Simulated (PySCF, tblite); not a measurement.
**CH₉FNSi₄ radical: geometry, infrared bands and EPR parameters**

Wanted: the infrared bands and EPR parameters of CH₉FNSi₄ radical (`F[SiH2][Si@H]1C[SiH2]N1[SiH2]`), by calculation.

The runs use tblite 0.8.0 and PySCF 2.14.0, with density-fitted response routines of our own; the level of theory stands in each step. All values are computed, except where a source is named. Atoms are numbered from 0 throughout.

### Step 1. Starting geometry

16 atoms, charge 0, multiplicity 2; geometry from: force field or distance geometry start.

Bonds of the start (Å): F0–Si1 1.70, Si1–Si2 2.17, Si2–C3 1.87, C3–Si4 1.86, Si4–N5 1.77, N5–Si6 1.75, N5–Si2 1.74, Si1–H7 1.48, Si1–H8 1.48, Si2–H9 1.48, C3–H10 1.11, C3–H11 1.11, Si4–H12 1.47, Si4–H13 1.47, Si6–H14 1.46, Si6–H15 1.46.

### Step 2. Geometry optimisation with GFN2-xTB

The job: settings as JSON, then the geometry in Å.

```
{"job": {"kind": "relax", "xc": "GFN2-xTB", "basis": "xTB"}, "charge": 0, "multiplicity": 2}
F      1.795100    -1.373200     1.920600
Si     2.017100    -1.030600     0.265900
Si     0.193100    -0.508500    -0.797100
C     -1.320900    -1.177900     0.073900
Si    -2.063500     0.530000     0.012900
N     -0.515300     1.079100    -0.656700
Si     0.329300     2.382200     0.145300
H      2.517200    -2.305300    -0.297300
H      3.133100    -0.081100     0.070900
H      0.266900    -0.963600    -2.201800
H     -1.864200    -1.935300    -0.526000
H     -1.167400    -1.455300     1.137700
H     -2.454400     1.075500     1.317500
H     -3.106200     0.546000    -1.019900
H      1.122400     2.025000     1.312300
H      1.110200     3.201800    -0.769600
```

Launch:

```console
$ OMP_NUM_THREADS=1 python probes_run.py task.json out
```

One launch serves the whole session: the jobs run in the order shown.

Standard output:

```text
step      E/eV     max force
  0    -579.96939    3.035
  1    -580.18586    1.089
  2    -580.26024    0.629
  3    -580.30971    0.986
  4    -580.39721    0.998
  5    -580.44966    0.610
  6    -580.49051    0.408
  7    -580.51635    0.323
  8    -580.53673    0.383
  9    -580.55439    0.428
 10    -580.57412    0.492
 11    -580.58948    0.340
 12    -580.59924    0.246
 13    -580.60684    0.213
 14    -580.61586    0.288
 15    -580.62582    0.328
 16    -580.63512    0.216
 17    -580.64180    0.186
 18    -580.64645    0.174
 19    -580.65119    0.248
 20    -580.65795    0.258
 21    -580.66680    0.253
 22    -580.67544    0.199
 23    -580.68199    0.174
 24    -580.68697    0.142
 25    -580.69140    0.186
 26    -580.69694    0.207
 27    -580.70339    0.213
 28    -580.70925    0.216
 29    -580.71269    0.123
 30    -580.71452    0.118
 31    -580.71634    0.118
 32    -580.71900    0.222
 33    -580.72236    0.252
 34    -580.72541    0.168
 35    -580.72742    0.128
 36    -580.72873    0.130
 37    -580.73021    0.190
 38    -580.73224    0.203
 39    -580.73427    0.127
 40    -580.73551    0.089
 41    -580.73659    0.092
 42    -580.73800    0.145
 43    -580.73962    0.144
 44    -580.74088    0.076
 45    -580.74170    0.073
 46    -580.74246    0.083
 47    -580.74355    0.122
 48    -580.74506    0.117
 49    -580.74664    0.093
 50    -580.74783    0.071
 51    -580.74855    0.071
 52    -580.74910    0.080
 53    -580.74969    0.063
 54    -580.75031    0.062
 55    -580.75096    0.064
 56    -580.75162    0.066
 57    -580.75238    0.072
 58    -580.75334    0.083
 59    -580.75466    0.098
 60    -580.75612    0.103
 61    -580.75775    0.145
 62    -580.75955    0.152
 63    -580.76141    0.116
 64    -580.76304    0.112
 65    -580.76450    0.105
 66    -580.76588    0.157
 67    -580.76788    0.162
 68    -580.77108    0.180
 69    -580.77400    0.162
 70    -580.77627    0.100
 71    -580.77776    0.108
 72    -580.77898    0.113
 73    -580.78065    0.135
 74    -580.78328    0.128
 75    -580.78508    0.106
 76    -580.78630    0.125
 77    -580.78740    0.107
 78    -580.78836    0.084
 79    -580.78919    0.077
 80    -580.78988    0.068
 81    -580.79057    0.059
 82    -580.79119    0.067
 83    -580.79178    0.064
 84    -580.79222    0.047
 85    -580.79244    0.026
 86    -580.79253    0.020
 87    -580.79259    0.017
 88    -580.79267    0.020
 89    -580.79278    0.034
 90    -580.79298    0.040
 91    -580.79326    0.045
 92    -580.79361    0.036
 93    -580.79386    0.039
 94    -580.79407    0.036
 95    -580.79436    0.040
 96    -580.79471    0.058
 97    -580.79514    0.061
 98    -580.79565    0.058
 99    -580.79624    0.062
100    -580.79692    0.059
101    -580.79762    0.069
102    -580.79825    0.064
103    -580.79866    0.068
104    -580.79897    0.047
105    -580.79934    0.040
106    -580.79977    0.043
107    -580.80043    0.063
108    -580.80145    0.097
109    -580.80243    0.092
110    -580.80315    0.044
111    -580.80350    0.045
112    -580.80373    0.041
113    -580.80401    0.040
114    -580.80467    0.061
115    -580.80559    0.118
116    -580.80687    0.114
117    -580.80806    0.112
118    -580.80875    0.061
119    -580.80886    0.059
120    -580.80916    0.058
121    -580.80955    0.036
122    -580.80975    0.030
123    -580.81020    0.041
124    -580.81048    0.047
125    -580.81102    0.053
126    -580.81143    0.037
127    -580.81172    0.034
128    -580.81191    0.036
129    -580.81217    0.039
130    -580.81249    0.051
131    -580.81282    0.047
132    -580.81313    0.052
133    -580.81345    0.051
134    -580.81383    0.040
135    -580.81416    0.048
136    -580.81439    0.036
137    -580.81448    0.036
138    -580.81455    0.024
139    -580.81462    0.013
140    -580.81467    0.014
141    -580.81471    0.014
142    -580.81475    0.014
143    -580.81481    0.018
144    -580.81489    0.025
145    -580.81498    0.026
146    -580.81505    0.018
147    -580.81509    0.015
148    -580.81512    0.016
149    -580.81515    0.017
150    -580.81520    0.021
151    -580.81531    0.021
152    -580.81548    0.022
153    -580.81559    0.025
154    -580.81568    0.022
155    -580.81575    0.020
156    -580.81583    0.022
157    -580.81591    0.019
158    -580.81598    0.031
159    -580.81606    0.022
160    -580.81615    0.019
161    -580.81630    0.027
162    -580.81641    0.031
163    -580.81660    0.030
164    -580.81673    0.028
165    -580.81675    0.048
166    -580.81692    0.023
167    -580.81700    0.021
168    -580.81713    0.025
169    -580.81724    0.024
170    -580.81742    0.037
171    -580.81768    0.053
172    -580.81810    0.073
173    -580.81832    0.080
174    -580.80943    0.445
175    -580.81879    0.038
176    -580.81900    0.049
177    -580.81966    0.049
178    -580.81993    0.043
179    -580.82097    0.089
180    -580.82160    0.097
181    -580.82274    0.073
182    -580.82350    0.219
183    -580.82500    0.071
184    -580.82622    0.087
185    -580.82798    0.094
186    -580.82930    0.070
187    -580.82930    0.288
188    -580.83114    0.112
189    -580.83243    0.079
190    -580.83311    0.117
191    -580.83392    0.102
192    -580.83605    0.076
193    -580.83676    0.068
194    -580.83767    0.063
195    -580.83818    0.144
196    -580.83959    0.077
197    -580.84061    0.067
198    -580.84166    0.053
199    -580.84211    0.053
200    -580.84242    0.061
201    -580.84275    0.048
202    -580.84323    0.043
203    -580.84357    0.041
204    -580.84394    0.041
205    -580.84425    0.041
206    -580.84455    0.076
207    -580.84501    0.057
208    -580.84609    0.054
209    -580.84735    0.062
210    -580.84899    0.074
211    -580.85027    0.106
212    -580.84388    0.408
213    -580.85231    0.106
214    -580.85333    0.109
215    -580.85399    0.395
216    -580.85836    0.084
217    -580.85992    0.091
218    -580.86109    0.195
219    -580.86270    0.098
220    -580.86334    0.073
221    -580.86512    0.118
222    -580.86570    0.065
223    -580.86615    0.053
224    -580.86672    0.059
225    -580.86697    0.048
226    -580.86730    0.045
227    -580.86752    0.033
228    -580.86766    0.030
229    -580.86780    0.028
230    -580.86791    0.026
231    -580.86803    0.029
232    -580.86817    0.030
233    -580.86833    0.038
234    -580.86850    0.035
235    -580.86867    0.036
236    -580.86888    0.033
237    -580.86917    0.042
238    -580.86952    0.038
239    -580.86981    0.036
240    -580.87004    0.042
241    -580.87029    0.040
242    -580.87067    0.051
243    -580.87119    0.053
244    -580.87160    0.049
245    -580.87213    0.047
246    -580.87255    0.041
247    -580.87287    0.048
248    -580.87283    0.112
249    -580.87326    0.042
250    -580.87345    0.029
251    -580.87379    0.029
252    -580.87410    0.030
253    -580.87434    0.030
254    -580.87465    0.032
255    -580.87492    0.052
256    -580.87515    0.042
257    -580.87541    0.040
258    -580.87570    0.044
259    -580.87597    0.058
260    -580.87630    0.056
261    -580.87684    0.057
262    -580.87744    0.067
263    -580.87805    0.051
264    -580.87844    0.048
265    -580.87869    0.055
266    -580.87890    0.053
267    -580.87917    0.040
268    -580.87943    0.021
269    -580.87953    0.024
270    -580.87966    0.032
271    -580.87975    0.028
272    -580.87981    0.025
273    -580.87986    0.016
274    -580.87991    0.019
275    -580.87998    0.021
276    -580.88007    0.020
277    -580.88019    0.026
278    -580.88029    0.045
279    -580.88039    0.033
280    -580.88050    0.040
281    -580.88066    0.036
282    -580.88078    0.024
283    -580.88088    0.034
284    -580.88095    0.023
285    -580.88103    0.036
286    -580.88112    0.030
287    -580.88132    0.026
288    -580.88141    0.028
289    -580.88149    0.042
290    -580.88159    0.037
291    -580.88170    0.012
292    -580.88176    0.019
293    -580.88179    0.018
294    -580.88183    0.023
295    -580.88187    0.014
296    -580.88188    0.011
297    -580.88189    0.011
298    -580.88191    0.008
```

It took 2.6 s on 1 thread of Arm Neoverse V2, shared host.

Relaxation path: (not every step is listed)

| step | energy from step 0 (eV) | largest force (eV/Å) |
| --- | --- | --- |
| 0 | 0.0000 | 3.0352 |
| 1 | -0.2165 | 1.0892 |
| 2 | -0.2908 | 0.6288 |
| 3 | -0.3403 | 0.9864 |
| 4 | -0.4278 | 0.9977 |
| 5 | -0.4803 | 0.6098 |
| 6 | -0.5211 | 0.4077 |
| 7 | -0.5470 | 0.3233 |
| 8 | -0.5673 | 0.3832 |
| 36 | -0.7593 | 0.1301 |
| 64 | -0.7937 | 0.1125 |
| 92 | -0.8242 | 0.0361 |
| 120 | -0.8398 | 0.0583 |
| 148 | -0.8457 | 0.0160 |
| 176 | -0.8496 | 0.0494 |
| 204 | -0.8745 | 0.0407 |
| 232 | -0.8988 | 0.0298 |
| 260 | -0.9069 | 0.0558 |
| 288 | -0.9120 | 0.0276 |
| 293 | -0.9124 | 0.0185 |
| 294 | -0.9124 | 0.0234 |
| 295 | -0.9125 | 0.0140 |
| 296 | -0.9125 | 0.0110 |
| 297 | -0.9125 | 0.0114 |
| 298 | -0.9125 | 0.0081 |

Close pairs (by a distance rule), those that changed most:

| bond | before (Å) | after (Å) | change (Å) |
| --- | --- | --- | --- |
| Si1–Si2 | 2.175 | 2.290 | +0.115 |
| F0–Si1 | 1.704 | 1.618 | -0.086 |
| Si2–C3 | 1.871 | 1.917 | +0.046 |
| C3–Si4 | 1.863 | 1.906 | +0.042 |
| C3–H11 | 1.110 | 1.087 | -0.024 |
| Si4–N5 | 1.774 | 1.750 | -0.023 |
| C3–H10 | 1.108 | 1.085 | -0.023 |
| Si2–N5 | 1.744 | 1.767 | +0.023 |

The next job starts from the end point, and lists it.

### Step 3. Infrared spectrum with GFN2-xTB

The job: settings as JSON, then the geometry in Å.

```
{"job": {"kind": "ir", "xc": "GFN2-xTB", "basis": "xTB"}, "charge": 0, "multiplicity": 2}
F      2.716008    -2.484001    -0.214897
Si     2.077196    -1.177833     0.495607
Si     0.122448    -0.768789    -0.624028
C     -1.529395    -1.184812     0.254994
Si    -1.915393     0.680597     0.307965
N     -0.367891     0.921955    -0.473737
Si     0.406136     2.389176    -0.965825
H      3.162747    -0.203978     0.387107
H      1.995168    -1.591330     1.897957
H      0.095500    -1.136875    -2.053372
H     -2.227953    -1.775538    -0.329161
H     -1.442812    -1.664342     1.226105
H     -1.949663     1.285262     1.639812
H     -3.026551     1.144373    -0.519892
H      0.030053     3.442420    -0.024429
H      1.846804     2.132660    -1.015617
```

Standard output:

```text
mode    cm-1     km/mol
  1      17.6      1.84
  2      56.8      0.26
  3      66.0      0.08
  4      87.2      1.24
  5     131.6      1.95
  6     143.9      2.94
  7     175.7      7.39
  8     208.5      8.69
  9     324.0      1.81
 10     397.3     45.12
 11     443.9     14.91
 12     452.3      3.15
 13     507.8     22.20
 14     520.1      6.26
 15     538.1      4.11
 16     555.2      8.10
 17     588.1     16.05
 18     606.1    132.99
 19     613.7    231.46
 20     653.1    209.34
 21     682.3    364.26
 22     688.4     60.39
 23     723.3    145.89
 24     732.7     75.13
 25     772.5    321.10
 26     796.1     39.51
 27     799.5    359.37
 28     805.5    253.78
 29     853.9    273.49
 30     918.2      1.90
 31    1063.8    254.55
 32    1067.3    239.49
 33    1468.7      2.35
 34    2122.9    330.93
 35    2217.7    128.11
 36    2230.6    381.64
 37    2236.4    277.36
 38    2246.3    650.90
 39    2263.6    190.37
 40    2271.8    383.33
 41    3005.7     36.13
 42    3021.2     21.72
```

Run time: 0.73 s. Hardware: 1 thread of Arm Neoverse V2, shared host.

Which atoms move in the most intense modes:

```csv
cm⁻¹,km/mol,atoms
682,364.3,"C3 24 %, H11 21 %, H10 17 %"
772,321.1,"H12 24 %, C3 24 %, H13 24 %"
800,359.4,"C3 19 %, F0 18 %, Si1 15 %"
2123,330.9,H9 96 %
2231,381.6,"H8 56 %, H15 15 %, H7 14 %"
2236,277.4,"H12 54 %, H14 30 %, H13 11 %"
2246,650.9,"H14 54 %, H12 16 %, H13 15 %"
2272,383.3,"H13 70 %, H12 25 %"
```

### Step 4. g tensor and hyperfine couplings: B3LYP/pcH-1

The job, as its differences from that of step 3:

```diff
@@ -1,2 +1,2 @@
-{"job": {"kind": "ir", "xc": "GFN2-xTB", "basis": "xTB"}, "charge": 0, "multiplicity": 2}
+{"job": {"kind": "epr", "basis": "pcH-1"}, "charge": 0, "multiplicity": 2}
 F      2.716008    -2.484001    -0.214897
```

Method: UKS B3LYP, pcH-1 on C F H N Si, non-relativistic, mean-field spin-orbit, GIAO.

Standard output:

```text
UKS, coarse grid
  cycle   1  E = -1356.05952334  |g| = 6.44e-01
  cycle   2  E = -1355.73638823  |g| = 1.09e+00
  cycle   3  E = -1356.20294631  |g| = 1.21e-01
  cycle   4  E = -1356.20793716  |g| = 6.51e-02
  cycle   5  E = -1356.20963961  |g| = 1.69e-02
  cycle   6  E = -1356.20973616  |g| = 3.19e-03
  cycle   7  E = -1356.20973985  |g| = 1.31e-03
  cycle   8  E = -1356.20974221  |g| = 4.93e-04
UKS, final grid
  cycle   1  E = -1356.20980021  |g| = 6.57e-04
  cycle   2  E = -1356.20979998  |g| = 1.00e-03
  cycle   3  E = -1356.20980041  |g| = 6.17e-05
  cycle   4  E = -1356.20980041  |g| = 2.47e-05
E = -1356.20980041 Eh   <S^2> = 0.7514 (exact 0.7500)
g shifts (ppm)      1          2          3
  rmc          -138       -138       -138
  gc             17         71         61
  oz_so           8        503       1642
  total        -113        437       1565
hyperfine (MHz)  atom isotope    a_iso     a_fc   dipolar eigenvalues
    0   19F       1.81       1.79     -1.73     -1.15      2.88
    1  29Si      -0.73      -0.74     -0.99      0.30      0.69
    2  29Si       3.02       3.01     -1.23      0.55      0.68
    3   13C       0.58       0.58     -0.44     -0.31      0.75
    4  29Si       3.21       3.20     -1.07      0.48      0.58
    5   14N      10.91      10.88     -5.79     -5.59     11.38
    6  29Si    -527.21    -528.14   -148.81     74.15     74.67
    7    1H       2.03       2.03     -1.03     -0.77      1.80
    8    1H      -0.35      -0.35     -0.51     -0.45      0.96
    9    1H       6.24       6.24     -1.50     -1.14      2.64
   10    1H       5.63       5.63     -0.78     -0.59      1.37
   11    1H       0.17       0.17     -0.75     -0.71      1.46
   12    1H       2.94       2.94     -1.30     -1.01      2.32
   13    1H       4.14       4.14     -1.56     -1.16      2.73
   14    1H      87.09      87.08     -8.26      0.52      7.75
   15    1H      76.36      76.35     -8.22      0.30      7.92
```

Wall time 2.4 min (1 thread of Arm Neoverse V2, shared host); peak memory 1.1 GiB.

Principal g values 2.00221, 2.00276, 2.00388; g(iso) = 2.00295, against 2.00232 for a free electron.

Hyperfine couplings; where a row names several nuclei, a(iso) is their mean (it holds for fast rotation or exchange) and the dipolar term the largest among them:

| nuclei | isotope | a(iso) (MHz) | a(iso) (G, at g = 2.0023) | largest dipolar term (MHz) |
| --- | --- | --- | --- | --- |
| Si6 | 29Si | -527.2 | -188.1 | -148.8 |
| H14, H15 | 1H | 81.7 | 29.2 | -8.3 |
| N5 | 14N | 10.9 | 3.9 | 11.4 |
| H9 | 1H | 6.2 | 2.2 | 2.6 |
| H10 | 1H | 5.6 | 2.0 | 1.4 |
| H13 | 1H | 4.1 | 1.5 | 2.7 |
| Si4 | 29Si | 3.2 | 1.1 | -1.1 |
| Si2 | 29Si | 3.0 | 1.1 | -1.2 |
| H12 | 1H | 2.9 | 1.1 | 2.3 |
| H7 | 1H | 2.0 | 0.7 | 1.8 |
| F0 | 19F | 1.8 | 0.6 | 2.9 |
| Si1 | 29Si | -0.7 | -0.3 | -1.0 |
| C3 | 13C | 0.6 | 0.2 | 0.8 |
| H8 | 1H | -0.3 | -0.1 | 1.0 |

Mulliken spin populations:

F0 0.00; Si1 0.00; Si2 0.00; C3 0.00; Si4 0.00; N5 0.08; Si6 0.84; H7 0.00; H8 0.00; H9 0.01; H10 0.00; H11 0.00; H12 0.00; H13 0.01; H14 0.03; H15 0.03

In first order the couplings over 0.8 MHz of 1H, 14N, 19F give 576 distinct lines over 74.2 G, if the averaged nuclei exchange fast; the same motion can average rows kept apart here too.

Orbitals, density, ELF and potential are computed afterwards from the orbital file.

ELF in a plane through or near 7 of the atoms.

Ten even steps from ' ' (0.00) to '@' (1.00):
```
                                                        
                                                        
                      ====..      ..                    
                    **@@@@@@++::--==--..                
                    %%@@@@@@%%..::##**==..              
            ..      --@@@@@@--####--##==::              
          ==####--    ++##**..====::--::                
          --##@@##::      ::**%%%%==..                  
            ..--==----..::++##--++**::  ..==++::        
        ------::..==@@**::==%%##%%##--++@@@@@@@@..      
      ::##%%%%##::++@@::##**..==--::::@@@@@@@@@@--      
      ::##**==##----%%::--::==++------%%@@@@@@@@--      
      ..++####++..  ::--++%%@@******--::**@@@@##        
        ..::--..      ..==******%%**::      ..          
                        ..::**@@@@@@==                  
                          ..--%%@@%%--                  
                              ::--::                    
                                                        
                                                        
                                                        
```
The map spans 12.3 Å across and 11.1 Å up, centred on the molecule. Atoms in the plane (x, y in Å): F0 (-3.6, -0.7), Si2 (-0.5, -0.5), N5 (0.8, 0.7), Si6 (0.9, 2.4), H10 (1.1, -2.6), H13 (3.2, -0.4), H15 (-0.5, 2.9).

log10 of the density (e/Å³) in the same plane.

Values, 10 rows by 14 columns:
```
-4.0 -4.0 -4.0 -4.0 -4.0 -4.0 -3.8 -3.8 -3.7 -3.8 -4.0 -4.0 -4.0 -4.0
-4.0 -4.0 -4.0 -4.0 -3.7 -2.7 -2.1 -2.0 -2.0 -2.2 -2.9 -3.9 -4.0 -4.0
-4.0 -4.0 -3.8 -3.2 -2.8 -1.7 -0.1 -0.3 -0.5 -1.0 -2.1 -3.2 -4.0 -4.0
-4.0 -4.0 -2.7 -1.9 -1.7 -1.8 -0.8 -0.3  0.8 -1.0 -2.1 -3.1 -4.0 -4.0
-4.0 -3.6 -2.1 -1.2 -0.9 -1.0 -0.9  0.1  0.5 -0.9 -1.5 -2.0 -3.0 -4.0
-4.0 -2.4 -0.3  0.6 -0.4 -0.3  1.1 -0.2 -0.4 -0.5  0.1 -0.7 -2.4 -3.7
-4.0 -2.7 -0.7  0.0 -1.0 -1.2 -0.6  0.0 -0.1 -0.9 -1.1 -1.6 -2.8 -3.9
-4.0 -4.0 -3.1 -2.7 -2.9 -2.6 -1.6 -0.6  0.2 -1.3 -2.5 -3.2 -4.0 -4.0
-4.0 -4.0 -4.0 -4.0 -4.0 -4.0 -2.8 -2.1 -1.8 -2.5 -3.6 -4.0 -4.0 -4.0
-4.0 -4.0 -4.0 -4.0 -4.0 -4.0 -4.0 -4.0 -4.0 -4.0 -4.0 -4.0 -4.0 -4.0
```
The map spans 12.3 Å across and 11.1 Å up, centred on the molecule. Atoms in the plane (x, y in Å): F0 (-3.6, -0.7), Si2 (-0.5, -0.5), N5 (0.8, 0.7), Si6 (0.9, 2.4), H10 (1.1, -2.6), H13 (3.2, -0.4), H15 (-0.5, 2.9).

On the surface of density 0.002 e/bohr³ the electrostatic potential runs, from the 1st to the 99th percentile, from -1.13 V near F0 to 1.72 V near Si1.

The spin density lies nearest to Si6 63 %; H14, H15 about 11 % each; N5 11 %.

### Step 5. What came out

| quantity | value |
| --- | --- |
| strongest single infrared mode (GFN2-xTB) | 2246 cm⁻¹, 651 km/mol |
| zero-point energy (GFN2-xTB) | 57.3 kcal/mol |
| g(iso) (B3LYP) | 2.00295 |
| ⟨S²⟩ | 0.751 (exact 0.75) |
| largest a(iso) (averaged by class) | 29Si on Si6, -527.2 MHz |
| potential on the surface of density 0.002 e/bohr³, 1st and 99th percentile | -1.13 V and 1.72 V |

The optimisation took 298 steps and gained 0.913 eV; among the close pairs (by a distance rule), Si1–Si2 changed most, from 2.175 to 2.290 Å. No mode is imaginary among the 42: a minimum at this level. The strongest single mode, at 2246 cm⁻¹, moves mainly H14. GFN2-xTB is a fitted tight-binding method: band positions and strengths are rough. Its intensities can rank the bands wrongly. Most of the unpaired spin sits on Si6 (0.84 e). The isotropic g lies 0.6 ppt above the free-electron value. These values are for one conformer; the search (at its own cheap level) found 2 more, at 0.04, 0.07 kcal/mol (those within 0.05 may be mirror or relabelled copies), and measured spectra average over such forms.
